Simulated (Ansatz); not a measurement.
# Ni2Cl: the cost of one run

Program: Ansatz 0.2.0. Level of theory: DFT PBE, scalar-relativistic, plane waves, PAW. These are calculated values, not measurements.

**1. The starting structure**

It takes space group P6/mmm (No. 191, hexagonal). Conventional cell: a = 4.139 Å, b = 4.139 Å, c = 3.625 Å, α = 90.00°, β = 90.00°, γ = 120.00°. Ni (site symmetry -6m2) has 3 Ni at 2.39 Å and 6 Cl at 3.00 Å as nearest neighbours. Cl (site symmetry 6/mmm) is surrounded by 12 Ni at 3.00 Å.

Coordinates:

```cif
data_structure
_symmetry_space_group_name_H-M 'P6/mmm'
_symmetry_Int_Tables_number 191
_cell_length_a 4.1388
_cell_length_b 4.1388
_cell_length_c 3.6255
_cell_angle_alpha 90.000
_cell_angle_beta 90.000
_cell_angle_gamma 120.000
_cell_volume 53.78
loop_
_atom_site_label
_atom_site_type_symbol
_atom_site_symmetry_multiplicity
_atom_site_Wyckoff_symbol
_atom_site_fract_x
_atom_site_fract_y
_atom_site_fract_z
_atom_site_occupancy
Ni1 Ni 2 d 0.33333 0.66667 0.50000 1
Cl1 Cl 1 a 0.00000 0.00000 0.00000 1
```

The cell is invented: species swapped into a database cell of LaCu2 (P6/mmm, No. 191), with Cl on the La sites and Ni on the Cu sites. Lengths come from tabulated atomic sizes and are only a guess.

**2. A first look at the guess**

The input, input.yaml:

```yaml
crystal:
  lattice:
    - [4.13879101, 0.0, 0.0]
    - [-2.0693955, 3.58429816, 0.0]
    - [0.0, 0.0, 3.62548811]
  atoms:
    - { symbol: Ni, position: [0.33333333, 0.66666667, 0.5], spin: 2.0 }
    - { symbol: Ni, position: [0.66666667, 0.33333333, 0.5], spin: 2.0 }
    - { symbol: Cl, position: [0.0, 0.0, 0.0] }
basis:
  ecutwfc: 420
kpoints:
  mp_grid: { grid: [6, 6, 6] }
hamiltonian:
  xc: pbe
scf:
  occupations: { method: gaussian, width: 0.1 }
  lower_state_search: "off"
output:
  forces: true
  stress: true
  eigenvalues: true
  populations: true
magnetization:
  spin_polarized: true
```

Launch:

```sh
> ansatz run input.yaml --threads 1 --pin off --max-ram 2560MiB --backend cpu --events-out ev --progress --plain --runs-dir out
```

**Question.** How long does this run take on 1 thread of Arm Neoverse V2, shared host, and how much memory does it need?

About 6.5 s, with a peak of 0.35 GiB.
